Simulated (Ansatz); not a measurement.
Working through a rigid scan of one bond length of CH7BSn, SMILES C[BH][SnH3]

Computed with Ansatz 0.2.0, Python API.

The cells in order, each with its output:

In [1]:
```python
from dataclasses import dataclass

import ansatz as az
import numpy as np
```

In [2]:
```python
@dataclass(frozen=True)
class Settings:
    basis: str = "def2-SVP"
    xc: str = "r2scan"
```

In [3]:
```python
settings = Settings()
```

In [4]:
```python
GEOMETRY = """
C    -1.08610    0.93690   -0.68130
B    -0.20250   -0.30040   -0.75420
Sn    1.08960   -0.80110    0.94220
H    -2.11970    0.67950   -0.79950
H    -0.86920    1.66310   -1.53980
H    -0.99880    1.52090    0.27450
H    -0.17720   -0.98420   -1.70880
H     2.82800   -0.78770    0.41510
H     0.91680    0.40760    2.26200
H     0.70220   -2.38570    1.59270
"""
```

In [5]:
```python
mol = az.Crystal.molecule()
for line in GEOMETRY.strip().splitlines():
    symbol, *xyz = line.split()
    mol = mol.atom(symbol, [float(v) for v in xyz])

symbols = [site.symbol for site in mol.cartesian_sites]
start = np.array([site.position_ang for site in mol.cartesian_sites])
axis = (start[6] - start[1]) / np.linalg.norm(start[6] - start[1])
moving = [6]
lengths, energies = [1.034, 1.081, 1.128, 1.175, 1.221, 1.268, 1.315, 1.386], []
for length in lengths:
    xyz = start.copy()
    xyz[moving] += (length - np.linalg.norm(start[6] - start[1])) * axis
    point = az.Crystal.molecule()
    for symbol, xyz in zip(symbols, xyz):
        point = point.atom(symbol, xyz.tolist())
    calc = (
        point.calculation()
        .basis(gaussian=settings.basis)
        .functional(settings.xc)
    )
    r = calc.run(threads=1).report
    energies.append(r["free_energy_ev"])
    print(f"r = {length:6.3f} A  E = {energies[-1]:.5f} eV  <S^2> = {abs(r['mean_field']['state']['spin_squared']):.3f}")
```
```text
r =  1.034 A  E = -7656.24583 eV  <S^2> = 0.000
r =  1.081 A  E = -7656.49254 eV  <S^2> = 0.000
r =  1.128 A  E = -7656.64400 eV  <S^2> = 0.000
r =  1.175 A  E = -7656.71945 eV  <S^2> = 0.000
r =  1.221 A  E = -7656.73464 eV  <S^2> = 0.000
r =  1.268 A  E = -7656.70260 eV  <S^2> = 0.000
r =  1.315 A  E = -7656.63269 eV  <S^2> = 0.000
r =  1.386 A  E = -7656.47336 eV  <S^2> = 0.000
```

In [6]:
```python
fit = np.polynomial.Polynomial.fit(lengths, np.array(energies) - min(energies), 4).convert()
roots = [r.real for r in fit.deriv().roots() if abs(r.imag) < 1e-9 and fit.deriv(2)(r.real) > 0]
r_e = min(roots, key=lambda r: abs(r - lengths[int(np.argmin(energies))]))
print(f"minimum of the fit at {r_e:.4f} A, force constant {fit.deriv(2)(r_e):.2f} eV/A^2")
```
```text
minimum of the fit at 1.2113 A, force constant 22.73 eV/A^2
```

Total energies depend on the basis set; only differences at equal settings carry meaning. The rest of the molecule is held rigid at a force-field or estimated start geometry, and the basis set is modest; single-reference methods fail as a bond breaks. def2 sets replace the cores of elements past krypton by effective core potentials. The orbitals are restricted, so S² is zero by construction. Finished in 30 s on 1 thread of Arm Neoverse V2, on a shared host, peak memory 0.21 GiB.

(Lines on the test bed's own set-up are left out of the output.)
